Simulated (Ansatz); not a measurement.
# MnIn3: the cost of one run

Program: Ansatz 0.2.0. Level of theory: DFT PBE, scalar-relativistic, plane waves, PAW. These are calculated values, not measurements.

## Step 1: Starting point

Symmetry: Im-3m, No. 229, cubic system. Conventional cell: a = 5.656 Å, b = 5.656 Å, c = 5.656 Å, α = 90.00°, β = 90.00°, γ = 90.00°. Around Mn (site symmetry m-3m) lie 6 In at 2.83 Å. In (site symmetry 4/mmm) is surrounded by 2 Mn at 2.83 Å and 4 In at 2.83 Å.

As a file:

```xyz
4
Lattice="-2.8281 2.8281 2.8281 2.8281 -2.8281 2.8281 2.8281 2.8281 -2.8281" Properties=species:S:1:pos:R:3 pbc="T T T"
Mn    0.0000    0.0000    0.0000
In    2.8281    0.0000    0.0000
In    0.0000    2.8281    0.0000
In    0.0000    0.0000    2.8281
```

A structure generator made this guess: random cell by space group and Wyckoff sites (Im-3m, No. 229). Its size is a rough estimate.

## Step 2: Probe: one point on a coarse mesh

Contents of input.yaml:

```yaml
crystal:
  lattice:
    - [-2.82806605, 2.82806605, 2.82806605]
    - [2.82806605, -2.82806605, 2.82806605]
    - [2.82806605, 2.82806605, -2.82806605]
  atoms:
    - { symbol: Mn, position: [0.0, 0.0, 0.0], spin: 4.0 }
    - { symbol: In, position: [0.0, 0.5, 0.5] }
    - { symbol: In, position: [0.5, 0.0, 0.5] }
    - { symbol: In, position: [0.5, 0.5, 0.0] }
basis:
  ecutwfc: 420
kpoints:
  mp_grid: { grid: [4, 4, 4] }
hamiltonian:
  xc: pbe
scf:
  occupations: { method: gaussian, width: 0.1 }
  lower_state_search: "off"
output:
  forces: true
  stress: true
  eigenvalues: true
  populations: true
magnetization:
  spin_polarized: true
```

Launch:

```console
$ ansatz run input.yaml --threads 1 --pin off --max-ram 2560MiB --backend cpu --events-out ev --progress --plain --runs-dir out
```

**Question.** How long does this run take on 1 thread of Intel Xeon at 2.50GHz (Skylake/Cascade Lake), shared host, and how much memory does it need?

About 11 s, with a peak of 0.4 GiB.
